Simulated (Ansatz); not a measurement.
# CH5FSSi: one species, many methods

Aim: compute CH5FSSi with functionals from several rungs and with coupled cluster. The yardstick is the atomisation energy at the CCSD(T) limit.

Method: functionals in def2-TZVPP, the program's frozen cores in correlated methods; program: Ansatz 0.2.0, Gaussian basis.

The runs, in order: LDA (SPW92), PBE-D4, revPBE-D4, BLYP-D4, r2SCAN-D4, B97M-V, PBE0-D4, B3LYP-D4, r2SCANh-D4, r2SCAN0-D4, HSE06-D4, BHLYP-D4, CAM-B3LYP-D4, LC-ωPBE, ωB97X-V, ωB97M-V, B2PLYP, PBE-QIDH; CCSD(T)/def2-SVP; CCSD(T)/def2-TZVPP; MP2/def2-QZVPP; extrapolation to the limit; RPA on PBE.

### 1 The relaxed structure

An earlier PBE0-D4 in a triple-zeta def2 set relaxation fixed the geometry.

9 atoms, charge 0, spin multiplicity 1.

Atoms are counted from 1 here; the program's logs count them from 0.

Bond lengths: F1–C2 1.373 Å, C2–S3 1.802 Å, C2–H5 1.092 Å, C2–H6 1.092 Å, S3–Si4 2.139 Å, Si4–H7 1.483 Å, Si4–H8 1.483 Å, Si4–H9 1.487 Å. Angles: F1–C2–S3 112.7°, F1–C2–H5 108.1°, F1–C2–H6 108.6°, S3–C2–H5 110.6°, S3–C2–H6 106.5°, H5–C2–H6 110.4°, C2–S3–Si4 99.5°, S3–Si4–H7 105.6°, S3–Si4–H8 112.5°, S3–Si4–H9 108.8°, H7–Si4–H8 109.8°, H7–Si4–H9 110.9°, H8–Si4–H9 109.2°.

### 2 LDA

This LDA is Slater exchange with PW92 correlation.

File in.yaml:

```yaml
crystal:
  periodic: [false, false, false]
  atoms:
    - {symbol: F, position_ang: [-1.766538, 1.012311, 0.457175]}
    - {symbol: C, position_ang: [-0.437963, 1.353791, 0.520368]}
    - {symbol: S, position_ang: [0.586552, 0.034263, 1.195245]}
    - {symbol: Si, position_ang: [0.527093, -1.334281, -0.448220]}
    - {symbol: H, position_ang: [-0.107530, 1.620168, -0.485583]}
    - {symbol: H, position_ang: [-0.329239, 2.205773, 1.194222]}
    - {symbol: H, position_ang: [1.594383, -2.327644, -0.179056]}
    - {symbol: H, position_ang: [-0.781211, -2.022527, -0.566913]}
    - {symbol: H, position_ang: [0.802954, -0.588156, -1.704337]}
basis:
  gaussian: {orbitals: def2-TZVPP}
hamiltonian: {xc: lda}
output: {orbitals: {seedname: orbitals}}
```

Launch:

```bash
$ ansatz run in.yaml --threads 2 --pin off --events-out ev --progress --plain --max-ram 4352MiB
```

Further steps of the session: PBE-D4 (GGA); revPBE-D4 (GGA); BLYP-D4 (GGA); r2SCAN-D4 (meta-GGA); B97M-V (meta-GGA); PBE0-D4 (hybrid); B3LYP-D4 (hybrid); r2SCANh-D4 (hybrid); r2SCAN0-D4 (hybrid); HSE06-D4 (hybrid); BHLYP-D4 (hybrid); CAM-B3LYP-D4 (range-separated); LC-ωPBE (range-separated); ωB97X-V (range-separated); ωB97M-V (range-separated); B2PLYP (double hybrid); PBE-QIDH (double hybrid); CCSD(T) in def2-SVP; CCSD(T) in def2-TZVPP; MP2 in def2-QZVPP; RPA on PBE orbitals.

**Question.** What will the summary of the whole plan be? Wanted: atomisation energy, CCSD(T)/CBS; farthest beyond LDA; mean size of error, GGA; mean size of error, meta-GGA; mean size of error, hybrid; mean size of error, range-separated; mean size of error, double hybrid; gap, smallest and largest; T1 diagnostic.

As calculated:

```
                               quantity                                                                              value
        atomisation energy, CCSD(T)/CBS                                                                      2950.4 kJ/mol
 functionals within 14.8 kJ/mol (0.5 %)  r2SCAN-D4, B97M-V, PBE0-D4, B3LYP-D4, r2SCANh-D4, HSE06-D4, CAM-B3LYP-D4, ωB97M-V
                    farthest beyond LDA                                                            BHLYP-D4 (-87.8 kJ/mol)
                mean size of error, GGA                                                                        28.0 kJ/mol
           mean size of error, meta-GGA                                                                         8.2 kJ/mol
             mean size of error, hybrid                                                                        29.3 kJ/mol
    mean size of error, range-separated                                                                        15.2 kJ/mol
      mean size of error, double hybrid                                                                        39.8 kJ/mol
              gap, smallest and largest                                          5.29 eV (LDA (SPW92)), 12.42 eV (LC-ωPBE)
                          T1 diagnostic                                                                             0.0117
triples share of the correlation energy                                                                              3.6 %
```

**Reading.** The LDA atomisation energy is off by 419.0 kJ/mol (14 %): it overbinds. PBE-D4 misses by +35.0 kJ/mol. Double hybrids carry the basis error of their MP2 part in triple zeta, and no dispersion term here, so their miss is partly the set-up's. Taken by rung, meta-GGA functionals do best (8.2 kJ/mol on average) and double hybrid ones worst beyond LDA (39.8 kJ/mol). The gap between the best rungs is small, so their order is not settled. The reference freezes the cores and leaves out relativity and excitations past (T), so misses under about 14.8 kJ/mol can't be ranked. Hartree-Fock recovers 73 % of the binding; the rest is correlation. CCSD(T) in def2-SVP is off by -203.3 kJ/mol, so the small basis spoils what the method gains. The gap grows from 5.3 to 12.4 eV across the functionals, mostly with the share of exact exchange.
